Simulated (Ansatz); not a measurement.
The same calculation of C2H6BBrS, SMILES CC(Br)BS as a Python script and as an input file (Ansatz 0.2.0, Python API).

`c2h6bbrs.py`:
```python
"""Minimum-energy structure of C2H6BBrS."""

import itertools

import ansatz
from ase.data import atomic_numbers, covalent_radii
import numpy as np

geometry_ang = [
    ("C", (-0.6402, -0.8092, 0.7742)),
    ("C", (0.3214, 0.3701, 0.6623)),
    ("Br", (1.8543, -0.047, 1.7191)),
    ("B", (0.841, 0.636, -0.8537)),
    ("S", (-0.4882, 1.2033, -2.1424)),
    ("H", (-0.9713, -0.9057, 1.8235)),
    ("H", (-0.2323, -1.7072, 0.3692)),
    ("H", (-1.5719, -0.4983, 0.1874)),
    ("H", (-0.1244, 1.3224, 1.1029)),
    ("H", (1.8964, 0.4888, -1.1536)),
    ("H", (-0.8195, -0.1103, -2.4682)),
]
system = ansatz.Crystal.molecule()
for symbol, xyz in geometry_ang:
    system = system.atom(symbol, xyz)

calculation = system.calculation().basis(gaussian="def2-SVP").functional("B3LYP")
symbols = [site.symbol for site in system.cartesian_sites]
start = np.array([site.position_ang for site in system.cartesian_sites], dtype=float)
def progress(event):
    if event["event"] == "relax_step":
        row = event["data"]
        print(f"step {row['step']:3d}  E = {row['lagrangian_ev']:.6f} eV  largest force component {row['allowed_force_max_ev_ang']:.4f} eV/A")


summary = calculation.relax(force_tolerance=0.02).session().plan().execute(on_event=progress).report
end = np.array(summary["positions_ang"])

print("reference energy %16.6f eV" % summary["reference_energy_ev"])
print("total energy     %16.6f eV" % summary["free_energy_ev"])
print("occupied orbitals outside the frozen core (up, down):", summary["n_occupied"], " frozen:", summary["n_frozen"], " virtual:", summary["n_virtual"])

# pairs closer than 1.2 times the sum of covalent radii, before or after
radius = [covalent_radii[atomic_numbers[s]] for s in symbols]
span = lambda where, i, j: np.linalg.norm(where[i] - where[j])
bonded = [(i, j) for i, j in itertools.combinations(range(len(symbols)), 2) if min(span(start, i, j), span(end, i, j)) < 1.2 * (radius[i] + radius[j])]
print("pair        before    after (A)")
for i, j in bonded:
    print(f"{symbols[i]}{i}-{symbols[j]}{j}".ljust(10), f"{span(start, i, j):8.4f} {span(end, i, j):8.4f}")
for first, second in list(itertools.combinations(bonded, 2)):
    shared = set(first) & set(second)
    if shared and symbols[(j := shared.pop())] != "H":
        i, k = sorted((set(first) | set(second)) - {j})
        u, v = end[i] - end[j], end[k] - end[j]
        angle = np.degrees(np.arccos(np.clip(u @ v / np.linalg.norm(u) / np.linalg.norm(v), -1, 1)))
        print(f"final angle {symbols[i]}{i}-{symbols[j]}{j}-{symbols[k]}{k}: {angle:.2f} deg")
with open("c2h6bbrs_opt.xyz", "w") as handle:
    handle.write(f"{len(symbols)}\nrelaxed C2H6BBrS\n")
    handle.writelines(f"{s:2s} {x:11.6f} {y:11.6f} {z:11.6f}\n" for s, (x, y, z) in zip(symbols, end))
```

Output of `python c2h6bbrs.py`:
```text
step   1  E = -83716.911240 eV  largest force component 4.0970 eV/A
step   2  E = -83717.271693 eV  largest force component 1.0176 eV/A
step   3  E = -83717.330436 eV  largest force component 0.3557 eV/A
step   4  E = -83717.341408 eV  largest force component 0.1818 eV/A
step   5  E = -83717.381646 eV  largest force component 0.7309 eV/A
step   6  E = -83717.512294 eV  largest force component 0.9703 eV/A
step   7  E = -83717.687442 eV  largest force component 1.4347 eV/A
step   8  E = -83717.906029 eV  largest force component 1.2636 eV/A
step   9  E = -83718.068305 eV  largest force component 0.3896 eV/A
step  10  E = -83718.091296 eV  largest force component 0.2071 eV/A
step  11  E = -83718.025037 eV  largest force component 0.7291 eV/A
step  12  E = -83718.104712 eV  largest force component 0.1001 eV/A
step  13  E = -83718.114271 eV  largest force component 0.0708 eV/A
step  14  E = -83718.123929 eV  largest force component 0.2743 eV/A
step  15  E = -83718.141333 eV  largest force component 0.2543 eV/A
step  16  E = -83718.159042 eV  largest force component 0.3162 eV/A
step  17  E = -83718.162352 eV  largest force component 0.6405 eV/A
step  18  E = -83718.190669 eV  largest force component 0.3509 eV/A
step  19  E = -83718.204398 eV  largest force component 0.1485 eV/A
step  20  E = -83718.207932 eV  largest force component 0.0751 eV/A
step  21  E = -83718.209126 eV  largest force component 0.0780 eV/A
step  22  E = -83718.209465 eV  largest force component 0.0277 eV/A
step  23  E = -83718.209664 eV  largest force component 0.0137 eV/A
reference energy    -83718.209915 eV
total energy        -83718.209915 eV
occupied orbitals outside the frozen core (up, down): [37, 37]  frozen: 0  virtual: [85, 85]
pair        before    after (A)
C0-C1        1.5258   1.5173
C0-H5        1.1045   1.1002
C0-H6        1.0662   1.1010
C0-H7        1.1441   1.1043
C1-Br2       1.9080   2.0161
C1-B3        1.6245   1.5809
C1-H8        1.1401   1.0994
B3-S4        1.9363   1.7873
B3-H9        1.1070   1.2030
S4-H10       1.3934   1.3553
final angle C1-C0-H5: 111.72 deg
final angle C1-C0-H6: 112.06 deg
final angle C1-C0-H7: 109.23 deg
final angle C0-C1-Br2: 110.18 deg
final angle C0-C1-B3: 121.33 deg
final angle C0-C1-H8: 110.92 deg
final angle H5-C0-H6: 107.70 deg
final angle H5-C0-H7: 107.88 deg
final angle H6-C0-H7: 108.10 deg
final angle Br2-C1-B3: 99.14 deg
final angle Br2-C1-H8: 102.54 deg
final angle B3-C1-H8: 110.51 deg
final angle C1-B3-S4: 126.62 deg
final angle C1-B3-H9: 119.59 deg
final angle S4-B3-H9: 113.79 deg
final angle B3-S4-H10: 99.99 deg
```

`input.yaml`:
```yaml
crystal:
  periodic: [false, false, false]
  atoms:
    - { symbol: C, position_ang: [-0.6402, -0.8092, 0.7742] }
    - { symbol: C, position_ang: [0.3214, 0.3701, 0.6623] }
    - { symbol: Br, position_ang: [1.8543, -0.047, 1.7191] }
    - { symbol: B, position_ang: [0.841, 0.636, -0.8537] }
    - { symbol: S, position_ang: [-0.4882, 1.2033, -2.1424] }
    - { symbol: H, position_ang: [-0.9713, -0.9057, 1.8235] }
    - { symbol: H, position_ang: [-0.2323, -1.7072, 0.3692] }
    - { symbol: H, position_ang: [-1.5719, -0.4983, 0.1874] }
    - { symbol: H, position_ang: [-0.1244, 1.3224, 1.1029] }
    - { symbol: H, position_ang: [1.8964, 0.4888, -1.1536] }
    - { symbol: H, position_ang: [-0.8195, -0.1103, -2.4682] }
basis:
  gaussian:
    orbitals: def2-SVP
hamiltonian:
  xc: b3lyp
relax:
  f_tol: 0.02
```

Total energies depend on the basis set; only differences at equal settings carry meaning. The end point is the stationary point reached from this start; no frequency run checks that it is a minimum, and the basis set is modest. b3lyp holds the VWN-RPA fit, as in Gaussian; the form of ORCA and Turbomole is b3lyp5. Wall time of the script: 3.2 min on 1 thread of Arm Neoverse V2 (shared host), peak memory 0.4 GiB.
